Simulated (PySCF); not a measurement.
# CH8OSi2: the cost of one run

Programs: PySCF 2.14.0, with density-fitted response routines of our own. Each step states its level of theory. These are calculated values for one molecule in the gas phase, unless marked as measured. Atoms are numbered from 0 throughout.

## 1. The starting structure

12 atoms, charge 0, multiplicity 1; geometry from: GFN2-xTB. The atoms were then displaced at random by about 0.01 Å, so the start is not that level's minimum.

Bonds of the start (Å): C0–O1 1.36, O1–Si2 1.62, Si2–Si3 2.34, C0–H4 1.11, C0–H5 1.08, C0–H6 1.10, Si2–H7 1.47, Si2–H8 1.47, Si3–H9 1.48, Si3–H10 1.44, Si3–H11 1.45.

## 2. Optimising the geometry at PBE0-D3(BJ)/def2-SVP

The job: settings as JSON, then the geometry in Å.

```
{"job": {"xc": "PBE0", "basis": "def2-SVP", "d3": "d3bj", "grid": 1, "shake": 0.01, "kind": "geom"}, "charge": 0, "multiplicity": 1}
C     -2.124340     0.567600     0.138030
O     -0.786200     0.490620     0.393420
Si     0.202400    -0.738560     0.034910
Si     2.236660     0.071010     0.864580
H     -2.499470     1.548390     0.498390
H     -2.698240    -0.204280     0.629980
H     -2.329360     0.531030    -0.939640
H      0.189920    -1.010180    -1.408830
H     -0.290250    -1.974320     0.669290
H      2.213090     0.326730     2.321330
H      3.236240    -0.939570     0.639340
H      2.689230     1.303250     0.243280
```

Launch:

```console
OMP_NUM_THREADS=1 python probes_run.py task.json out
```

One launch serves the whole session: the jobs run in the order shown.

**Question.** How long does this first job take on 1 thread of Arm Neoverse V1, shared host, and how much memory does it need?

About 20 s, with a peak of 0.41 GiB.
